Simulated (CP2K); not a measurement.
# GeN2H6O (SMILES [NH2][GeH]([NH2])[OH]) at 3 levels

Aim: a comparison of 3 runs (PM3, GFN0-xTB, GFN1-xTB) of GeN2H6O. 

The calculation is run with CP2K 2026.2.

4 further runs of the same task are left out: 4 set aside as unsound or not needed.

**1. Starting point**

The species is GeN2H6O (10 atoms), meant as a singlet with charge 0. As SMILES, `[NH2][GeH]([NH2])[OH]`. The shape comes from GFN2-xTB, which is rough for such elements, and wasn't checked as a minimum. This is one conformer, not always the lowest.

Bond lengths: N1–Ge2 1.808 Å, Ge2–N3 1.797 Å, Ge2–O4 1.757 Å, N1–H5 1.008 Å, N1–H6 1.010 Å, Ge2–H7 1.513 Å, N3–H8 1.009 Å, N3–H9 1.009 Å, O4–H10 0.953 Å. Some angles: N1–Ge2–N3 106.0°, N1–Ge2–O4 114.9°, N3–Ge2–O4 101.3°, N1–Ge2–H7 106.8°, N3–Ge2–H7 119.5°, O4–Ge2–H7 108.7°, Ge2–N1–H5 118.9°, Ge2–N1–H6 115.4°, Ge2–N3–H8 115.6°, Ge2–N3–H9 117.1°.

**2. Energy and forces at PM3 (run 1)**

Input file qs.inp:

```
&GLOBAL
 PROJECT_NAME qs
 RUN_TYPE ENERGY_FORCE
 PRINT_LEVEL MEDIUM
&END GLOBAL

&FORCE_EVAL
 METHOD Quickstep
 &DFT
  &QS
   METHOD PM3
   EPS_DEFAULT 1.0E-08
   &SE
    &COULOMB
     CUTOFF [angstrom] 50
     RC_RANGE [angstrom] 0
    &END COULOMB
    &EXCHANGE
     CUTOFF [angstrom] 50
     RC_RANGE [angstrom] 0
    &END EXCHANGE
   &END SE
  &END QS
  &POISSON
   PERIODIC NONE
   POISSON_SOLVER ANALYTIC
  &END POISSON
  &SCF
   SCF_GUESS ATOMIC
   EPS_SCF 1.0E-06
   MAX_SCF 100
   ADDED_MOS 2
   &DIAGONALIZATION
    ALGORITHM STANDARD
   &END DIAGONALIZATION
   &MIXING
    METHOD DIRECT_P_MIXING
    ALPHA 0.4
   &END MIXING
  &END SCF
  &PRINT
   &MOMENTS
    PERIODIC F
    REFERENCE COM
    MAX_MOMENT 1
   &END MOMENTS
   &MO ON
    ENERGIES T
    OCCUPATION_NUMBERS T
    NDIGITS 6
    &EACH
     QS_SCF 0
    &END EACH
    ADD_LAST NUMERIC
   &END MO
   &HIRSHFELD OFF
   &END HIRSHFELD
  &END PRINT
 &END DFT
 &SUBSYS
  &CELL
   ABC 13.4 12.7 13.3
   PERIODIC NONE
  &END CELL
  &COORD
   N     -1.440050     0.567290    -0.458560
   Ge     0.147240    -0.278100    -0.271530
   N      0.307970    -0.650990     1.478930
   O      1.559870     0.731610    -0.539200
   H     -1.723690     0.874290    -1.376110
   H     -1.616750     1.308360     0.203850
   H      0.161750    -1.408070    -1.278200
   H      1.236270    -0.894950     1.790010
   H     -0.356430    -1.299310     1.873630
   H      1.723830     1.049870    -1.422820
  &END COORD
  &TOPOLOGY
   &CENTER_COORDINATES
   &END CENTER_COORDINATES
  &END TOPOLOGY
 &END SUBSYS
 &PRINT
  &FORCES ON
  &END FORCES
 &END PRINT
&END FORCE_EVAL
```

Command:

```sh
$ OMP_NUM_THREADS=1 cp2k.psmp -i qs.inp > qs.out 2>&1
```

The program printed:

```text
CP2K| version string:                                       CP2K version 2026.2
[...]
 GLOBAL| Method name                                                        CP2K
[...]
 GLOBAL| Run type                                                   ENERGY_FORCE
[...]
                             - Atoms:                                         10
[...]
                             - Spherical basis functions:                     22
[...]
 Number of electrons:                                                         26
[...]
     1 P_Mix/Diag. 0.40E+00    0.0     0.78950150       -23.5871800661 -2.36E+01
[...]
    18 DIIS/Diag.  0.11E-06    0.0     0.00000027       -29.3891318539 -3.61E-12
  *** SCF run converged in    18 steps ***
  Core-core repulsion energy [eV]:                           1535.78022161262425
  Core Hamiltonian energy [eV]:                             -1277.86933111594681
  Two-electron integral energy [eV]:                        -2115.25967716588184
  Electronic energy [eV]:                                   -2335.49916969888773
  Total energy [eV]:                                         -799.71894808626371
  Atomic reference energy [eV]:                               796.84551866375659
  Heat of formation [kcal/mol]:                               -66.26286188930662
[...]
 SE_DIPOLE| Moment [Debye]          0.47441751       0.67739319       1.08896116
 SE_DIPOLE| Derivative [a.u.]       0.00000000       0.00000000       0.00000000
 ENERGY| Total FORCE_EVAL ( QS ) energy [hartree]            -29.389131853857741
 FORCES| Atomic forces [hartree/bohr]
 FORCES|   Atom     x               y               z               |f|
 FORCES|      1 -4.08550433E-02  2.84324503E-02 -2.74607544E-03   4.98505740E-02
 FORCES|      2  1.04588839E-03 -2.61847461E-02 -4.11737275E-02   4.88058465E-02
 FORCES|      3  5.13663699E-03 -1.93077377E-02  5.72975200E-02   6.06809654E-02
 FORCES|      4  3.31998433E-02  2.76667812E-02 -1.61766248E-02   4.61450276E-02
 FORCES|      5  5.66178566E-03 -4.26800829E-03  8.04201844E-03   1.07212766E-02
 FORCES|      6  1.49614183E-03 -6.45769873E-03 -6.25161525E-03   9.11169614E-03
 FORCES|      7 -1.56989508E-03 -4.16935484E-03 -1.43819310E-03   4.68150507E-03
 FORCES|      8 -8.33148364E-03  2.77427001E-03 -3.16032405E-03   9.33262246E-03
 FORCES|      9  6.20976314E-03  5.61589645E-03 -4.87843513E-03   9.69012799E-03
 FORCES|     10 -1.99363725E-03 -4.10185233E-03  1.04854569E-02   1.14343600E-02
 FORCES| Sum    -2.09901541E-16  4.44089210E-16 -3.88578059E-16
 FORCES| Total atomic force                                       6.26312055E-16
[...]
```

Wall time 0.24 s (1 thread of Arm Neoverse V2, shared host).

**3. Energy and forces at GFN0-xTB (run 2)**

Input file job.inp:

```
&GLOBAL
    PROJECT_NAME job
    RUN_TYPE ENERGY_FORCE
    PRINT_LEVEL MEDIUM
&END GLOBAL

&FORCE_EVAL
    METHOD QUICKSTEP
    &DFT
        &QS
            METHOD XTB
            EPS_DEFAULT 1.0E-10
            &XTB
                GFN_TYPE 0
                CHECK_ATOMIC_CHARGES F
            &END XTB
        &END QS
        &POISSON
            PERIODIC NONE
            POISSON_SOLVER ANALYTIC
        &END POISSON
        ! SCF settings
        &SCF
            SCF_GUESS ATOMIC
            EPS_SCF 1.0E-07
            MAX_SCF 150
            ADDED_MOS 8
            &DIAGONALIZATION
                ALGORITHM STANDARD
            &END DIAGONALIZATION
            &MIXING
                METHOD DIRECT_P_MIXING
                ALPHA 0.4
            &END MIXING
            &SMEAR ON
                METHOD FERMI_DIRAC
                ELECTRONIC_TEMPERATURE [K] 300
            &END SMEAR
        &END SCF
        ! extra output
        &PRINT
            &MOMENTS
                PERIODIC F
                REFERENCE COM
                MAX_MOMENT 1
            &END MOMENTS
            &MO ON
                ENERGIES T
                OCCUPATION_NUMBERS T
                NDIGITS 6
                &EACH
                    QS_SCF 0
                &END EACH
                ADD_LAST NUMERIC
            &END MO
            &HIRSHFELD OFF
            &END HIRSHFELD
        &END PRINT
    &END DFT
    &SUBSYS
        &CELL
            ABC 15.4 14.7 15.3
            PERIODIC NONE
        &END CELL
        &COORD
            N      6.259880     7.967145     6.966035
            Ge     7.847170     7.121755     7.153065
            N      8.007900     6.748865     8.903525
            O      9.259800     8.131465     6.885395
            H      5.976240     8.274145     6.048485
            H      6.083180     8.708215     7.628445
            H      7.861680     5.991785     6.146395
            H      8.936200     6.504905     9.214605
            H      7.343500     6.100545     9.298225
            H      9.423760     8.449725     6.001775
        &END COORD
    &END SUBSYS
    ! extra output
    &PRINT
        &FORCES ON
        &END FORCES
    &END PRINT
&END FORCE_EVAL
```

Command:

```sh
$ OMP_NUM_THREADS=1 cp2k.psmp -i job.inp -o job.out
```

The program printed:

```text
CP2K| version string:                                       CP2K version 2026.2
[...]
 GLOBAL| Method name                                                        CP2K
[...]
 GLOBAL| Run type                                                   ENERGY_FORCE
[...]
                             - Atoms:                                         10
[...]
                             - Spherical basis functions:                     33
[...]
 Number of electrons:                                                         26
[...]
  Fermi energy:                                                -0.22825107483495
[...]
 TB_DIPOLE| Moment [Debye]          0.07585780      -0.90034873      -1.13639619
 TB_DIPOLE| Derivative [a.u.]       0.00000000       0.00000000       0.00000000
[...]
 ENERGY| Total FORCE_EVAL ( QS ) energy [hartree]            -14.475720860146167
 FORCES| Atomic forces [hartree/bohr]
 FORCES|   Atom     x               y               z               |f|
 FORCES|      1 -7.75999057E-03  3.88603441E-03  1.80000361E-03   8.86333628E-03
 FORCES|      2  1.65713617E-02 -4.25987194E-03 -2.20161977E-02   2.78831400E-02
 FORCES|      3 -5.01520766E-04 -1.41697023E-03  7.63487979E-03   7.78143413E-03
 FORCES|      4 -1.62898771E-03  1.01692410E-03  4.03328447E-03   4.46711531E-03
 FORCES|      5 -1.75088411E-03  5.54135514E-04 -2.67435347E-03   3.24419910E-03
 FORCES|      6 -2.48452160E-03  2.57394881E-03  1.75955522E-03   3.98673985E-03
 FORCES|      7 -3.02656759E-03 -2.86104343E-05  4.02148357E-03   5.03321568E-03
 FORCES|      8  1.98290717E-03 -9.80182630E-04  2.83960288E-03   3.59944765E-03
 FORCES|      9 -1.30640169E-03 -1.51546455E-03  3.37242759E-03   3.92129902E-03
 FORCES|     10 -9.53948135E-05  1.70056962E-04 -7.70685961E-04   7.94969428E-04
 FORCES| Sum     2.74574200E-16  2.28495608E-17  1.42030485E-16
 FORCES| Total atomic force                                       3.09977019E-16
[...]
```

Run time: 0.22 s. Hardware: 1 thread of Arm Neoverse V2, shared host.

**4. Energy and gradient at GFN1-xTB (run 3)**

Input file qs.inp:

```
&GLOBAL
  PROJECT qs
  RUN_TYPE ENERGY_FORCE
  PRINT_LEVEL MEDIUM
&END GLOBAL

&FORCE_EVAL
  METHOD QS
  &DFT
    CHARGE 0
    MULTIPLICITY 1
    &QS
      METHOD XTB
      EPS_DEFAULT 1.0E-10
      &XTB
        GFN_TYPE 1
        CHECK_ATOMIC_CHARGES F
      &END XTB
    &END QS
    &POISSON
      PERIODIC NONE
      POISSON_SOLVER ANALYTIC
    &END POISSON
    ! self-consistent field
    &SCF
      SCF_GUESS ATOMIC
      EPS_SCF 1.0E-07
      MAX_SCF 30
      &OT ON
        MINIMIZER CG
        PRECONDITIONER FULL_SINGLE_INVERSE
      &END OT
      &OUTER_SCF
        EPS_SCF 1.0E-07
        MAX_SCF 8
      &END OUTER_SCF
    &END SCF
    &PRINT
      &MOMENTS
        PERIODIC F
        REFERENCE COM
        MAX_MOMENT 1
      &END MOMENTS
      &MO_CUBES
        NLUMO 3
        NHOMO -1
        WRITE_CUBE F
      &END MO_CUBES
      &HIRSHFELD OFF
      &END HIRSHFELD
    &END PRINT
  &END DFT
  &SUBSYS
    &CELL
      ABC [angstrom] 19.4 18.7 19.3
      PERIODIC NONE
    &END CELL
    &COORD
      N     -1.440050     0.567290    -0.458560
      Ge     0.147240    -0.278100    -0.271530
      N      0.307970    -0.650990     1.478930
      O      1.559870     0.731610    -0.539200
      H     -1.723690     0.874290    -1.376110
      H     -1.616750     1.308360     0.203850
      H      0.161750    -1.408070    -1.278200
      H      1.236270    -0.894950     1.790010
      H     -0.356430    -1.299310     1.873630
      H      1.723830     1.049870    -1.422820
    &END COORD
    &TOPOLOGY
      &CENTER_COORDINATES
      &END CENTER_COORDINATES
    &END TOPOLOGY
  &END SUBSYS
  ! extra output
  &PRINT
    &FORCES ON
    &END FORCES
  &END PRINT
&END FORCE_EVAL
```

Command:

```sh
$ OMP_NUM_THREADS=1 cp2k.psmp -i qs.inp -o qs.out
```

The program printed:

```text
CP2K| version string:                                       CP2K version 2026.2
[...]
 GLOBAL| Method name                                                        CP2K
[...]
 GLOBAL| Run type                                                   ENERGY_FORCE
[...]
                             - Atoms:                                         10
[...]
                             - Spherical basis functions:                     33
[...]
 Number of electrons:                                                         26
[...]
     1 OT CG       0.80E-01    0.0     0.42506444       -15.2434963225 -1.52E+01
[...]
     7 OT CG       0.17E+00    0.0     0.00000003       -16.0323077333 -4.69E-13
  *** SCF run converged in     7 steps ***
[...]
 TB_DIPOLE| Moment [Debye]         -0.65588679      -0.56141462      -0.91361606
 TB_DIPOLE| Derivative [a.u.]       0.00000000       0.00000000       0.00000000
[...]
 ENERGY| Total FORCE_EVAL ( QS ) energy [hartree]            -16.032307733272155
 FORCES| Atomic forces [hartree/bohr]
 FORCES|   Atom     x               y               z               |f|
 FORCES|      1 -1.01561767E-02  6.07559452E-03 -7.53666280E-04   1.18587009E-02
 FORCES|      2 -2.74682019E-03 -1.72579303E-02 -1.27418087E-02   2.16271790E-02
 FORCES|      3  1.28857019E-04 -1.31405915E-03  1.24778663E-02   1.25475298E-02
 FORCES|      4  7.71027021E-03  6.82971123E-03 -3.34358814E-04   1.03055819E-02
 FORCES|      5  2.43801770E-03 -7.20037910E-04  1.47589683E-03   2.93949934E-03
 FORCES|      6  2.30981041E-03 -1.14535916E-03 -6.91327389E-04   2.66927056E-03
 FORCES|      7  4.03459616E-04  5.40258242E-03  5.11970601E-03   7.45399666E-03
 FORCES|      8 -1.24577976E-03  2.14134489E-04 -2.14847625E-03   2.49274367E-03
 FORCES|      9  1.16432799E-03  8.41748821E-04 -1.37678603E-03   1.98990967E-03
 FORCES|     10 -5.96630608E-06  1.07361504E-03 -1.02704568E-03   1.48576838E-03
 FORCES| Sum    -1.57209315E-16 -9.43255890E-17  9.32413868E-18
 FORCES| Total atomic force                                       1.83572942E-16
[...]
```

Run time: 0.56 s. Hardware: 1 thread of Arm Neoverse V2, shared host.

**5. Overview of the runs**

```tsv
run	level	SCF convergence threshold	iteration cap	energy (Eh)	dipole moment (D)	HOMO energy (eV)	LUMO energy (eV)	wall time
1	PM3	1e-06	100	-29.389132	1.37	-9.03	0.33	0.24 s
2	GFN0-xTB	1e-07	150	-14.475721	1.45	-11.76	-5.32	0.22 s
3	GFN1-xTB	1e-07	30	-16.032308	1.26	-10.86	–	0.56 s
```

**6. Summary of results**

| quantity | value |
| --- | --- |
| run 3: total energy | -16.03231 Eh |
| run 3: dipole moment (from atomic charges alone) | 1.26 D |
| run 3: HOMO energy | -10.86 eV |
| run 3: dispersion energy | -7.14 kJ/mol |
| run 3: largest force on an atom | 1.112 eV/Å |

In words: The dipole moment (its size) runs from 1.26 D (GFN1-xTB) to 1.45 D (GFN0-xTB). Some of these are taken from atomic charges alone. Force-field and semi-empirical energies have zeros of their own, so their totals don't compare. All runs together took 1 s, the longest 0.56 s.
